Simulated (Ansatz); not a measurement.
**CH3GaO: small, medium and large basis sets**

Aim: see how fast density functionals converge with the basis set for CH3GaO.

Program: Ansatz 0.2.0, Gaussian basis. Level of theory: one geometry, several basis sets. These are calculated values, not measurements.

Plan: PBE0-D4/def2-SVP; ωB97M-V/def2-SVP; PBE0-D4/def2-QZVPP; ωB97M-V/def2-QZVPP; the functionals' def2-TZVPP values are taken from earlier runs.

**1. The geometry**

An earlier PBE0-D4 in a triple-zeta def2 set relaxation fixed the geometry.

6 atoms, charge 0, spin multiplicity 1.

Atoms are counted from 1 here; the program's logs count them from 0.

Bond lengths: C1–O2 1.388 Å, C1–H4 1.097 Å, C1–H5 1.097 Å, C1–H6 1.097 Å, O2–Ga3 1.782 Å. Angles: O2–C1–H4 111.0°, O2–C1–H5 111.0°, O2–C1–H6 111.0°, H4–C1–H5 107.9°, H4–C1–H6 107.9°, H5–C1–H6 107.9°, C1–O2–Ga3 179.5°.

**2. PBE0-D4 in def2-SVP**

in.yaml reads:

```yaml
crystal:
  periodic: [false, false, false]
  atoms:
    - {symbol: C, position_ang: [0.200776, 0.125826, -0.517997]}
    - {symbol: O, position_ang: [-0.273503, -0.206299, 0.743256]}
    - {symbol: Ga, position_ang: [-0.891484, -0.644060, 2.355802]}
    - {symbol: H, position_ang: [-0.616350, 0.452173, -1.172726]}
    - {symbol: H, position_ang: [0.690321, -0.732776, -0.993409]}
    - {symbol: H, position_ang: [0.932240, 0.941037, -0.461125]}
basis:
  gaussian: {orbitals: def2-SVP}
hamiltonian: {xc: pbe0, dispersion: d4}
output: {orbitals: {seedname: orbitals}}
```

Run with:

```sh
ansatz run in.yaml --threads 2 --pin off --events-out ev --progress --plain --max-ram 4352MiB
```

After this run come: ωB97M-V in def2-SVP; PBE0-D4 in def2-QZVPP; ωB97M-V in def2-QZVPP.

Before running them: what should the planned runs give, taken together? Wanted: PBE0-D4: double and triple zeta above quadruple; ωB97M-V: double and triple zeta above quadruple.

The runs gave:

| quantity | value |
| --- | --- |
| PBE0-D4: double and triple zeta above quadruple | 11.73, 1.36 eV |
| ωB97M-V: double and triple zeta above quadruple | 11.79, 1.32 eV |

**Reading.** For PBE0-D4 the step from double to triple zeta gains 10.37 eV and the next only 1.36 eV. Total energies overstate the basis error of differences, where much of it tends to cancel.
